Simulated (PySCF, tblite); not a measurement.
# C₆H₁₀O₂Si: geometry, infrared bands and NMR shifts

What infrared bands and NMR shifts should C₆H₁₀O₂Si (`C=C1[SiH2]O[C@H](OC)C1=C`) show?

Programs: tblite 0.8.0 and PySCF 2.14.0, with density-fitted response routines of our own. Each step states its level of theory. These are calculated values for one molecule in the gas phase, unless marked as measured. Atoms count from 0, in the outputs and in this text.

**1. The starting structure**

19 atoms, charge 0, multiplicity 1; geometry from: force field or distance geometry start.

Bonds of the start (Å): C0–C1 1.35, C1–Si2 1.85, Si2–O3 1.68, O3–C4 1.43, C4–O5 1.43, O5–C6 1.42, C4–C7 1.54, C7–C8 1.35, C7–C1 1.45, C0–H9 1.08, C0–H10 1.08, Si2–H11 1.48, Si2–H12 1.48, C4–H13 1.11, C6–H14 1.10, C6–H15 1.10, C6–H16 1.09, C8–H17 1.09, C8–H18 1.08.

**2. Geometry optimisation with GFN2-xTB**

Job settings and geometry (Å):

```
{"job": {"kind": "relax", "xc": "GFN2-xTB", "basis": "xTB"}, "charge": 0, "multiplicity": 1}
C      2.839500    -0.986800     0.126900
C      1.654800    -0.334900     0.202300
Si     1.360600     1.335300     0.937800
O     -0.271700     1.466900     0.554100
C     -0.674500     0.387600    -0.297600
O     -1.967400    -0.101600     0.064600
C     -2.980600     0.863800    -0.165000
C      0.355500    -0.762700    -0.271400
C      0.047200    -2.041800    -0.587200
H      3.745700    -0.556500     0.522900
H      2.915100    -1.962500    -0.338800
H      1.562200     1.374400     2.402800
H      2.111600     2.388700     0.226800
H     -0.709800     0.777700    -1.335900
H     -3.944200     0.422300     0.114400
H     -2.829800     1.750100     0.470700
H     -3.018400     1.143000    -1.215500
H     -0.963800    -2.308300    -0.906500
H      0.758200    -2.845400    -0.512800
```

On the command line:

```sh
> OMP_NUM_THREADS=1 python probes_run.py task.json out
```

This one command runs all jobs of the session in turn.

**Question.** This job is followed by: GFN2-xTB harmonic vibrations, gas phase; GIAO PBE0/pcSseg-1 NMR shielding, non-relativistic, gas phase. Predict these results of the whole session: strongest single infrared mode (GFN2-xTB); zero-point energy (GFN2-xTB); ¹³C shifts against TMS (PBE0/pcSseg-1); ¹H shifts against TMS (PBE0/pcSseg-1, means over atoms taken as alike); ²⁹Si shifts against TMS (PBE0/pcSseg-1); ¹⁷O shifts against H2O (PBE0/pcSseg-1); surface potential, 1st and 99th percentile.

As calculated:

```
                                                              quantity                                               value
                             strongest single infrared mode (GFN2-xTB)                               2271 cm⁻¹, 344 km/mol
                                          zero-point energy (GFN2-xTB)                                       89.5 kcal/mol
                                ¹³C shifts against TMS (PBE0/pcSseg-1)         155.1, 147.9, 130.2, 114.7, 110.7, 56.5 ppm
¹H shifts against TMS (PBE0/pcSseg-1, means over atoms taken as alike)  6.77, 5.99, 5.85, 5.50, 5.49, 5.31, 5.21, 3.64 ppm
                               ²⁹Si shifts against TMS (PBE0/pcSseg-1)                                            -9.5 ppm
                                ¹⁷O shifts against H2O (PBE0/pcSseg-1)                                      89.4, 69.4 ppm
                                 surface potential, 1st and 99th percentile                                  -1.49 V and 1.42 V
```

What this shows: The optimisation took 163 steps and gained 0.286 eV; among the close pairs (by a distance rule), Si2–O3 changed most, from 1.682 to 1.641 Å. No mode is imaginary among the 51: a minimum at this level. The strongest single mode, at 2271 cm⁻¹, moves mainly H11. Unscaled tight-binding wavenumbers are off by several per cent, some by more. Its intensities can rank the bands wrongly. By nearest atom (PBE0/pcSseg-1), the HOMO sits on C0, C8 about 25 % each; C1, C7 about 15 % each and the LUMO on C0, C8 about 20 % each; C1 17 %.
